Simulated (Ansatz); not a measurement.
# Bi (Bi, omega (AlB2-type)): the cost of one run

Program: Ansatz 0.2.0. Level of theory: DFT LDA (PW92), plane waves (420 eV) with PAW, scalar-relativistic; the PAW data stem from PBE, with regenerated cores. These are calculated values, not measurements.

**1. The system as given**

Symmetry: P6/mmm, No. 191, hexagonal system. Conventional cell: a = 5.646 Å, b = 5.646 Å, c = 3.461 Å, α = 90.00°, β = 90.00°, γ = 120.00°. Bi (site symmetry 6/mmm) is surrounded by 14 Bi at 3.46 to 3.69 Å. Bi (site symmetry -6m2) is surrounded by 11 Bi at 3.26 to 3.69 Å.

As a file:

```cif
data_structure
_symmetry_space_group_name_H-M 'P 1'
_symmetry_Int_Tables_number 1
_cell_length_a 5.6460
_cell_length_b 5.6460
_cell_length_c 3.4610
_cell_angle_alpha 90.000
_cell_angle_beta 90.000
_cell_angle_gamma 120.000
_cell_volume 95.55
loop_
_atom_site_label
_atom_site_type_symbol
_atom_site_fract_x
_atom_site_fract_y
_atom_site_fract_z
_atom_site_occupancy
Bi1 Bi 0.00000 0.00000 0.00000 1
Bi2 Bi 0.33333 0.66667 0.50000 1
Bi3 Bi 0.66667 0.33333 0.50000 1
```

**2. Geometry optimisation**

input.yaml reads:

```yaml
crystal:
  lattice:
    - [5.6460260353, 0.0, 0.0]
    - [-2.8230130177, 4.889601977, 0.0]
    - [0.0, 0.0, 3.4610139597]
  atoms:
    - { symbol: Bi, position: [0.0, 0.0, 0.0] }
    - { symbol: Bi, position: [0.3333333333, 0.6666666667, 0.5] }
    - { symbol: Bi, position: [0.6666666667, 0.3333333333, 0.5] }
hamiltonian:
  xc: lda
  pseudopotentials:
    kind: paw
    azcp:
      Bi: "pseudopotentials/Bi.paw.azcp"
basis:
  ecutwfc: 420
  fft_grid_basis: typed
kpoints:
  mp_grid: { grid: [7, 7, 9], shift: [0, 0, 0] }
magnetization:
  spin_polarized: false
scf:
  occupations: { method: fermi_dirac, width: 0.1 }
relax:
  max_steps: 60
  f_tol: 0.01
  cell: {}
output:
  write_density: true
  write_potential: true
  elf: true
  volumetric_format: npy
```

Run with:

```console
ansatz run input.yaml --threads 2 --pin off --max-ram 5120MiB --backend cpu --events-out ev --progress --plain --runs-dir out
```

Q: Estimate wall time and peak memory on 2 threads of Intel Xeon Platinum 8488C (Sapphire Rapids), shared host.

About 10 s, with a peak of 0.51 GiB.
